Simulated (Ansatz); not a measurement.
# ZnC+ (quartet): wave-function methods side by side, def2-SVP

An exercise on one series of results from a longer session: the logs are not shown, and one member is left open.

Computed with Ansatz 0.2.0, Gaussian basis. Level: def2-SVP, core rule «outside noble gas», up to 10 orbitals frozen.

The runs, in order: UHF; CCSD(T) on ROHF; CCSD(T) on UHF; CISD; CCSDT(Q) on ROHF; CCSDT(Q) on UHF; CASSCF and MRCISD+Q, 15 electrons in 10 orbitals; CASSCF and NEVPT2, 15 electrons in 10 orbitals.

8 further runs of the same task are left out: 4 that didn't finish, 4 set aside as unsound or not needed.

**The system**

The geometry is a PBE0/def2-TZVP stationary point (not a proven minimum).

2 atoms, charge 1, spin multiplicity 4.

Atoms are counted from 1 here; the program's logs count them from 0.

Bond lengths: Zn1–C2 1.888 Å.

Set-up of the first run:

Contents of in.yaml:

```yaml
crystal:
  periodic: [false, false, false]
  atoms:
    - {symbol: Zn, position_ang: [0.000000, 0.000000, 0.000000]}
    - {symbol: C, position_ang: [0.000000, 0.000000, 1.888400]}
basis:
  gaussian: {orbitals: def2-SVP}
total_charge: 1
magnetization: {spin_polarized: true, initial_magnetization: 3}
hamiltonian: {xc: hf}
output: {orbitals: {seedname: orbitals}}
```

On the command line:

```sh
$ ansatz run in.yaml --threads 1 --pin off --events-out ev --progress --plain --max-ram 2393MiB
```

Among the steps run: UHF; CCSD(T) on ROHF; CCSD(T) on UHF; CISD; CCSDT(Q) on ROHF; CCSDT(Q) on UHF; CASSCF and MRCISD+Q, 15 electrons in 10 orbitals; CASSCF and NEVPT2, 15 electrons in 10 orbitals.

One of the session's tables, all rows but one given; the rest of the session is left out.

It belongs to the step «Misses and costs». 

| method | from UCCSDT(Q) (kcal/mol) |
| --- | --- |
| ROHF | +210.11 |
| UHF | +208.58 |
| RMP2 | +2.02 |
| UMP2 | ? |
| CISD | +17.86 |
| RCCSD | +5.56 |
| UCCSD | +5.48 |
| RCCSD(T) | -0.29 |
| UCCSD(T) | -0.33 |
| RCCSDT | -0.43 |
| UCCSDT | -0.46 |
| RCCSDT(Q) | +0.09 |
| UCCSDT(Q) | 0 |
| CASSCF valence | +199.22 |
| NEVPT2 valence | +22.09 |
| MRCISD valence | +16.42 |
| MRCISD+Q valence | +5.79 |

Q: Estimate the row for UMP2 from the others.

The run gave: from UCCSDT(Q) (kcal/mol): +1.98. In the column «from UCCSDT(Q) (kcal/mol)» it lies between RCCSDT(Q) (+0.09) and RMP2 (+2.02).

Caveats from the session: Restricted and unrestricted rows rest on different reference determinants; where their highest levels disagree by more than a few hundredths of an eV, they describe different states and don't form one ladder.
